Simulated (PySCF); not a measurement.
**Carbon: the same states on changed settings**

An exercise on one series of results from a longer session: the logs are not shown, and one member is left open.

Program: PySCF 2.14.0. Level of theory: unrestricted determinants in a Gaussian basis, no spin-orbit coupling in the energies. These are calculated values, not measurements, unless marked.

## Starting point

```
Element                                   : carbon (Z = 6)
Basis                                     : STO-3G
Hamiltonian                               : the non-relativistic Hamiltonian (point nucleus)
State 1                                   : C: [He] 2s2 2p2, high-spin 3P determinant
State 2                                   : C⁺: [He] 2s2 2p1, 2P determinant
Methods                                   : UHF, MN15, LDA, MP2, CCSD(T)
Core shells frozen in the correlated runs : valence: 1s2 (for C)
```

Outer shells as boxes (Hund's rule):

C [He] 2s2 2p2
```
[He] core
2s [↑↓]
2p [↑ ][↑ ][  ]
```

C+ [He] 2s2 2p1
```
[He] core
2s [↑↓]
2p [↑ ][  ][  ]
```

The sound run (cc-pVDZ, no relativity, point nucleus, symmetry-adapted start, fine grid, valence correlation) gave:

```csv
species,method,energy (hartree)
C,UHF,-37.68654
C,MN15,-37.80223
C,LDA,-37.45778
C,MP2 (valence),-37.73831
C,CCSD(T) (valence),-37.76038
C⁺,UHF,-37.28953
C⁺,MN15,-37.38636
C⁺,LDA,-37.02993
C⁺,MP2 (valence),-37.33082
C⁺,CCSD(T) (valence),-37.35689
```

The runs were made by one driver on top of PySCF. The scripts below sum up each run's settings (the driver also hands on starting orbitals that pick excited configurations, and frozen orbitals as a list rather than a count), and the logs come from the driver's own runs. The driver starts from symmetry-adapted Hartree-Fock orbitals, holds the occupation by maximum overlap and uses a logarithmic radial grid for functionals, so a plain start would take other cycles.

The first run:

It was started by

```bash
> OMP_NUM_THREADS=1 python atomrun2.py TASK.json OUT
```

Input file input.py:

```python
from pyscf import gto, scf, dft, mp, cc
import basis_set_exchange as bse
mol = gto.M(atom="C 0 0 0", charge=0, spin=2, symmetry="D2h",
            basis=gto.basis.parse(bse.get_basis("STO-3G", elements=["C"], fmt="nwchem", header=False)))
mf = scf.UHF(mol)
mf.irrep_nelec = {'Ag': (2, 2), 'B1u': (1, 0), 'B2u': (1, 0)}
mf.kernel()
```

Among the steps run: Changed run, C; Changed run, C⁺: the ladder of methods.

One table of the session follows, with a row left open; its other results are not shown here.

Ionisation energy of C:

```
 method  sound run (eV)
    UHF          10.803
   MN15          11.316
    LDA          11.643
    MP2          11.088
SCS-MP2               ?
   CCSD          10.972
CCSD(T)          10.979
```

**Question.** Estimate the row for SCS-MP2.

**Answer.** sound run (eV): 10.982. In the column «sound run (eV)» it lies between CCSD(T) (10.979) and MP2 (11.088).
